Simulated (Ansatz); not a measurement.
# Br3ClSn: the cost of one run

Program: Ansatz 0.2.0, Gaussian basis. Level of theory: the settings change from run to run. These are calculated values, not measurements.

### 1 The relaxed structure

The structure was relaxed beforehand with PBE0-D4 in a triple-zeta def2 set. Sn takes a core potential in def2 sets; no spin-orbit term is included.

5 atoms, charge 0, spin multiplicity 1.

Atoms are counted from 1 here; the program's logs count them from 0.

Bond lengths: Cl1–Sn2 2.297 Å, Sn2–Br3 2.442 Å, Sn2–Br4 2.442 Å, Sn2–Br5 2.442 Å. Angles: Cl1–Sn2–Br3 108.9°, Cl1–Sn2–Br4 108.9°, Cl1–Sn2–Br5 108.9°, Br3–Sn2–Br4 110.1°, Br3–Sn2–Br5 110.1°, Br4–Sn2–Br5 110.1°.

### 2 HSE06/x2c-TZVPPall

This run has a grid of angular degree 23, a point charge of 0.50 e beside it.

in.yaml

```yaml
crystal:
  periodic: [false, false, false]
  atoms:
    - {symbol: Cl, position_ang: [-0.868257, -0.154858, 2.125673]}
    - {symbol: Sn, position_ang: [0.004471, -0.015618, 0.005206]}
    - {symbol: Br, position_ang: [2.018489, -1.391701, -0.112123]}
    - {symbol: Br, position_ang: [-1.658460, -0.827040, -1.588501]}
    - {symbol: Br, position_ang: [0.553656, 2.315615, -0.471656]}
basis:
  gaussian: {orbitals: x2c-TZVPPall, final_grid: {core_spheres: 8, valence_spheres: 7, degree: 23}, point_charges: [{charge: 0.50, position_ang: [4.640, -0.645, -0.050]}]}
hamiltonian: {xc: {name: HSE06}}
output: {forces: true}
```

The run is started by

```bash
> ansatz run in.yaml --threads 4 --pin off --events-out ev --progress --plain --max-ram 11315MiB
```

**Question.** How long does this run take on 4 threads of AMD EPYC 7R43, shared host, and how much memory does it need?

About 19 s, with a peak of 1.1 GiB.
